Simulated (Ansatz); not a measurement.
Set up this calculation in Ansatz 0.2.0, as the native input.

```yaml
Task: relaxation of cell and atoms
Functional: r2SCAN
Potentials_or_basis: Ansatz PAW
Cutoff: "500 eV (not typed: the program's choice for these potentials)"
k_mesh: 8 × 8 × 8
Occupations: fermi-dirac, width 0.05 eV
Spin: no spin polarisation
Target_pressure: 10 GPa
Target_pressure_GPa: 10
```

The system is Na3Cl2.

```xyz
5
Lattice="1.7600 -10.1703 0.0000 1.7600 10.1703 0.0000 0.0000 0.0000 3.5276" Properties=species:S:1:pos:R:3 pbc="T T T"
Cl    1.7600    8.4088    1.7638
Cl    1.7600   -8.4088    1.7638
Na    1.7600   -3.4373    0.0000
Na    1.7600    3.4373    0.0000
Na    1.7600    0.0000    0.0000
```

The cell comes from a database or a generator and needn't be the stable form of this composition.

The input as run:

input.yaml

```yaml
crystal:
  lattice:
    - [1.759951, -10.170256, 0.0]
    - [1.759951, 10.170256, 0.0]
    - [0.0, 0.0, 3.527636]
  atoms:
    - { symbol: Cl, position: [0.086598, 0.913402, 0.5] }
    - { symbol: Cl, position: [0.913402, 0.086598, 0.5] }
    - { symbol: Na, position: [0.668989, 0.331011, 0.0] }
    - { symbol: Na, position: [0.331011, 0.668989, 0.0] }
    - { symbol: Na, position: [0.5, 0.5, 0.0] }
hamiltonian:
  xc: r2scan
  pseudopotentials: { kind: paw }
kpoints:
  mp_grid: { grid: [8, 8, 8] }
scf:
  occupations: { method: fermi_dirac, width: 0.05 }
output:
  forces: true
  stress: true
  eigenvalues: true
relax:
  f_tol: 0.01
  max_steps: 40
  cell: { stress_tol: 0.05, p_target: 10.0 }
```

Potentials or basis: Ansatz PAW.

Command:

```bash
$ ansatz run input.yaml --threads 2 --pin off --max-ram 5632MiB --backend cpu --events-out ev --progress --plain --runs-dir out
```

It gave:

```
Relaxed volume                                         : 18.59 Å³/atom
Relaxed cell                                           : a = 9.267 Å, b = 9.267 Å, c = 3.177 Å, α = 90.00°, β = 90.00°, γ = 160.08°
Space group after relaxing (to 0.05 Å)                 : Cmmm (No. 65)
Energy change on relaxing (the enthalpy is what falls) : +141.9 meV/atom
Ionic steps                                            : 7
Pressure after relaxing                                : 10.0 GPa
Band gap on the k mesh                                 : none (metal or under the smearing width)
```

Caveat: the volume moved by over 15 % at a fixed basis, so the end points are rough; the plane-wave basis is chosen anew once the cell has moved, so the energies of steps on either side of that aren't comparable; an odd number of electrons without spin polarisation forces a metal; a magnetic or distorted state may lie lower; the PAW data sets come from PBE, with cores solved anew for the run's functional, which leaves a small shift of forces and pressure.

It took 3.7 min on 2 threads of Arm Neoverse V1, with other jobs on the host, peak memory 0.83 GiB.
